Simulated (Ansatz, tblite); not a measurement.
**The cluster Rb4H5−: one state, many levels**

Aim: run the singlet of the cluster Rb4H5− at one geometry on many levels, and compare frontier levels, spin and run time.

Computed with Ansatz 0.2.0, Gaussian basis. Level: as each input shows.

Plan: GFN1-xTB, GFN2-xTB, PBE-D4/def2-TZVPD, r2SCAN-D4/def2-TZVPD, LDA/def2-TZVPD, BLYP-D4/def2-TZVPD, ωB97M-V/def2-TZVPD, r2SCAN0-D4/def2-TZVPD, ωB97X-V/def2-TZVPD, PBE-QIDH/def2-TZVPD, B2PLYP/def2-TZVPD, PBE-D4/def2-SVPD, PBE0-D4/def2-SVPD, CCSD(T)/def2-TZVPD, RPA/def2-TZVPD.

3 further runs of the same task are left out: 3 set aside as unsound or not needed.

## 1. The structure

The singlet was relaxed beforehand with B3LYP-D4/def2-SVPD. At that level it is the lowest of the isomers that a small search found.

9 atoms, charge -1, spin multiplicity 1.

Bond lengths: Rb1–Rb2 4.566 Å, Rb1–Rb3 4.403 Å, Rb1–Rb4 4.403 Å, Rb1–H9 2.687 Å, Rb2–Rb3 4.516 Å, Rb2–Rb4 4.479 Å, Rb3–Rb4 4.287 Å, Rb3–H9 2.814 Å, Rb4–H9 2.790 Å. Angles: Rb2–Rb1–Rb3 60.4°, Rb2–Rb1–Rb4 59.9°, Rb2–Rb1–H9 80.1°, Rb3–Rb1–Rb4 58.3°, Rb3–Rb1–H9 37.8°, Rb4–Rb1–H9 37.3°, Rb1–Rb2–Rb3 58.0°, Rb1–Rb2–Rb4 58.2°, Rb3–Rb2–Rb4 56.9°, Rb1–Rb3–Rb2 61.6°, Rb1–Rb3–Rb4 60.9°, Rb1–Rb3–H9 35.8°, Rb2–Rb3–Rb4 61.1°, Rb2–Rb3–H9 79.9°, Rb4–Rb3–H9 39.9°, Rb1–Rb4–Rb2 61.9°, Rb1–Rb4–Rb3 60.9°, Rb1–Rb4–H9 35.7° and more.

Coordinates:

```xyz
9

Rb    1.60371   -1.06596    0.83158
Rb    0.03855    0.04087   -3.31288
Rb   -2.23766    1.05281    0.45426
Rb    1.39949    3.15690   -0.39719
H    -1.53368   -1.53133    2.13370
H     2.80109    0.50708   -1.66685
H    -1.03732   -1.72486   -0.83016
H    -1.43791   -1.70550    1.38765
H     0.40372    1.27000    1.39989
```

Rb takes a core potential in the def2 sets. No spin-orbit coupling is included. The ion is computed in the gas phase, without counter-ions or solvent.

PBE0-D4/def2-TZVPD was run before; its log isn't repeated, and its numbers join the tables.

## 2. GFN1-xTB

Tight binding, by tblite at 300 K electronic temperature and without a spin-polarisation term:

```python
tblite.interface.Calculator('GFN1-xTB', numbers, positions, charge=-1, uhf=0).singlepoint()
```

Energy -122.8969 eV, HOMO -9.25 eV, LUMO -7.49 eV; 0.008 s.

## 3. GFN2-xTB

Tight binding, by tblite at 300 K electronic temperature and without a spin-polarisation term:

```python
tblite.interface.Calculator('GFN2-xTB', numbers, positions, charge=-1, uhf=0).singlepoint()
```

Energy -97.5401 eV, HOMO -2.40 eV, LUMO -1.36 eV; 0.011 s.

## 4. PBE-D4/def2-TZVPD

start.molden holds the orbitals of an earlier run on this state, given as this run's starting guess.

Contents of in.yaml:

```yaml
crystal:
  periodic: [false, false, false]
  atoms:
    - {symbol: Rb, position_ang: [1.603706, -1.065962, 0.831577]}
    - {symbol: Rb, position_ang: [0.038545, 0.040866, -3.312877]}
    - {symbol: Rb, position_ang: [-2.237660, 1.052811, 0.454260]}
    - {symbol: Rb, position_ang: [1.399493, 3.156900, -0.397192]}
    - {symbol: H, position_ang: [-1.533676, -1.531331, 2.133697]}
    - {symbol: H, position_ang: [2.801093, 0.507080, -1.666848]}
    - {symbol: H, position_ang: [-1.037319, -1.724864, -0.830157]}
    - {symbol: H, position_ang: [-1.437913, -1.705504, 1.387646]}
    - {symbol: H, position_ang: [0.403722, 1.270004, 1.399895]}
basis:
  gaussian: {orbitals: def2-TZVPD, initial_orbitals: start.molden}
total_charge: -1
hamiltonian: {xc: pbe, dispersion: d4}
scf: {omitted_lower_state_checks: [starts]}
output: {orbitals: {seedname: orbitals}}
```

Command:

```console
> ansatz run in.yaml --threads 4 --pin off --events-out ev --progress --plain --max-ram 3916MiB
```

The runs that follow: r2SCAN-D4/def2-TZVPD; LDA/def2-TZVPD; BLYP-D4/def2-TZVPD; ωB97M-V/def2-TZVPD; r2SCAN0-D4/def2-TZVPD; ωB97X-V/def2-TZVPD; PBE-QIDH/def2-TZVPD; B2PLYP/def2-TZVPD; PBE-D4/def2-SVPD; PBE0-D4/def2-SVPD; CCSD(T)/def2-TZVPD; RPA/def2-TZVPD.

Q: Predict the results of all the runs planned. Wanted: gap in def2-TZVPD, named functionals, smallest and largest; correlation energy, CCSD(T)/def2-TZVPD; PBE0 total energy, smallest basis above largest.

As calculated:

| quantity | value |
| --- | --- |
| gap in def2-TZVPD, named functionals, smallest and largest | 0.32 eV (BLYP-D4), 2.27 eV (ωB97X-V) |
| correlation energy, CCSD(T)/def2-TZVPD | -12.76 eV |
| PBE0 total energy, smallest basis above largest | 0.27 eV (def2-SVPD, def2-TZVPD) |

Orbital gaps of the named functionals in def2-TZVPD span 0.32 eV (BLYP-D4) to 2.27 eV (ωB97X-V); exact exchange widens it. LDA, PBE-D4, BLYP-D4, r2SCAN-D4, PBE0-D4 put the HOMO above zero: the outermost electron is held by the basis alone. Notes on CCSD(T)/def2-TZVPD: large T1 diagnostic.
